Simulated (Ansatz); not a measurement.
# SnH3O radical: how energies converge with the basis set

An exercise on one series of results from a longer session: the logs are not shown, and one member is left open.

Program: Ansatz 0.2.0, Gaussian basis. Level of theory: one geometry, several basis sets. These are calculated values, not measurements.

The runs, in order: PBE0-D4/def2-SVP; ωB97M-V/def2-SVP; PBE0-D4/def2-QZVPP; ωB97M-V/def2-QZVPP; the functionals' def2-TZVPP values are taken from earlier runs.

1 further run of the same task is left out (for a known fault of the program).

### The relaxed structure

All runs share one geometry, relaxed beforehand with PBE0-D4 in a triple-zeta def2 set. Sn takes the def2 core potential; no spin-orbit term is included.

SMILES `[OH][SnH2]`, 5 atoms, charge 0, spin multiplicity 2.

Atoms are counted from 1 here; the program's logs count them from 0.

Bond lengths: O1–Sn2 1.976 Å, O1–H3 0.960 Å, Sn2–H4 1.735 Å, Sn2–H5 1.722 Å. Angles: Sn2–O1–H3 113.3°, O1–Sn2–H4 106.9°, O1–Sn2–H5 101.9°, H4–Sn2–H5 111.7°.

Set-up of the first run:

in.yaml reads:

```yaml
crystal:
  periodic: [false, false, false]
  atoms:
    - {symbol: O, position_ang: [0.707361, -0.732935, 0.861875]}
    - {symbol: Sn, position_ang: [0.104492, 0.308848, -0.705519]}
    - {symbol: H, position_ang: [0.368586, -1.631323, 0.873208]}
    - {symbol: H, position_ang: [-1.606838, 0.061318, -0.845924]}
    - {symbol: H, position_ang: [0.476300, 1.920394, -0.224940]}
basis:
  gaussian: {orbitals: def2-SVP}
magnetization: {spin_polarized: true, initial_magnetization: 1}
hamiltonian: {xc: pbe0, dispersion: d4}
output: {orbitals: {seedname: orbitals}}
```

Started as:

```bash
ansatz run in.yaml --threads 2 --pin off --events-out ev --progress --plain --max-ram 22528MiB --backend cpu
```

Among the steps run: PBE0-D4 in def2-SVP; ωB97M-V in def2-SVP; PBE0-D4 in def2-QZVPP; ωB97M-V in def2-QZVPP.

One table of the session follows, with a row left open; its other results are not shown here.

It belongs to the step «Functionals by basis». 

```
functional       basis  HOMO (eV)  LUMO (eV)
   PBE0-D4    def2-SVP      -6.02      -3.04
   PBE0-D4  def2-TZVPP      -6.16      -3.15
   PBE0-D4  def2-QZVPP      -6.19      -3.18
   ωB97M-V    def2-SVP      -8.01      -1.23
   ωB97M-V  def2-TZVPP          ?          ?
   ωB97M-V  def2-QZVPP      -8.22      -1.48
```

Q: Estimate the row for ωB97M-V, def2-TZVPP from the others.

As computed: HOMO (eV): -8.19; LUMO (eV): -1.43. In the column «HOMO (eV)» it lies between ωB97M-V, def2-QZVPP (-8.22) and ωB97M-V, def2-SVP (-8.01).
